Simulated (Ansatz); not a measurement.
# SrTa2O2: the cost of one run

Program: Ansatz 0.2.0. Level of theory: DFT PBE, scalar-relativistic, plane waves, PAW. These are calculated values, not measurements.

## 1. The structure to begin with

Symmetry: P4/mbm, No. 127, tetragonal system. Conventional cell: a = 6.979 Å, b = 6.979 Å, c = 3.474 Å, α = 90.00°, β = 90.00°, γ = 90.00°. Sr (site symmetry 4/m) has 4 Ta at 2.78 Å and 8 O at 3.11 Å as nearest neighbours. Around Ta (site symmetry m2m) lie 1 Ta at 2.37 Å and 6 O at 2.67 to 2.72 Å. O (site symmetry m2m) is surrounded by 6 Ta at 2.67 to 2.72 Å and 4 Sr at 3.11 Å.

Structure file:

```cif
data_structure
_symmetry_space_group_name_H-M 'P4/mbm'
_symmetry_Int_Tables_number 127
_cell_length_a 6.9788
_cell_length_b 6.9788
_cell_length_c 3.4739
_cell_angle_alpha 90.000
_cell_angle_beta 90.000
_cell_angle_gamma 90.000
_cell_volume 169.19
loop_
_atom_site_label
_atom_site_type_symbol
_atom_site_symmetry_multiplicity
_atom_site_Wyckoff_symbol
_atom_site_fract_x
_atom_site_fract_y
_atom_site_fract_z
_atom_site_occupancy
Sr1 Sr 2 a 0.00000 0.00000 0.00000 1
Ta1 Ta 4 g 0.12014 0.62014 0.00000 1
O1 O 4 h 0.67461 0.17461 0.50000 1
```

The cell is invented: species swapped into a database cell of Ho2CdCu2 (P4/mbm, No. 127), with O on the Ho sites, Sr on the Cd sites and Ta on the Cu sites. Lengths come from tabulated atomic sizes and are only a guess.

## 2. A first look at the guess

The input, input.yaml:

```yaml
crystal:
  lattice:
    - [6.97882659, 0.0, 0.0]
    - [0.0, 6.97882659, 0.0]
    - [0.0, 0.0, 3.47387669]
  atoms:
    - { symbol: Sr, position: [0.0, 0.0, 0.0] }
    - { symbol: Sr, position: [0.5, 0.5, 0.0] }
    - { symbol: Ta, position: [0.1201405, 0.6201405, 0.0] }
    - { symbol: Ta, position: [0.8798595, 0.3798595, 0.0] }
    - { symbol: Ta, position: [0.6201405, 0.8798595, 0.0] }
    - { symbol: Ta, position: [0.3798595, 0.1201405, 0.0] }
    - { symbol: O, position: [0.6746062, 0.1746062, 0.5] }
    - { symbol: O, position: [0.3253938, 0.8253938, 0.5] }
    - { symbol: O, position: [0.1746062, 0.3253938, 0.5] }
    - { symbol: O, position: [0.8253938, 0.6746062, 0.5] }
basis:
  ecutwfc: 420
kpoints:
  mp_grid: { grid: [4, 4, 6] }
hamiltonian:
  xc: pbe
scf:
  occupations: { method: gaussian, width: 0.1 }
  lower_state_search: "off"
output:
  forces: true
  stress: true
  eigenvalues: true
```

Launch:

```
> ansatz run input.yaml --threads 1 --pin off --max-ram 2560MiB --backend cpu --events-out ev --progress --plain --runs-dir out
```

Q: Estimate wall time and peak memory on 1 thread of Intel Xeon at 2.70GHz, shared host.

About 14 s, with a peak of 0.52 GiB.
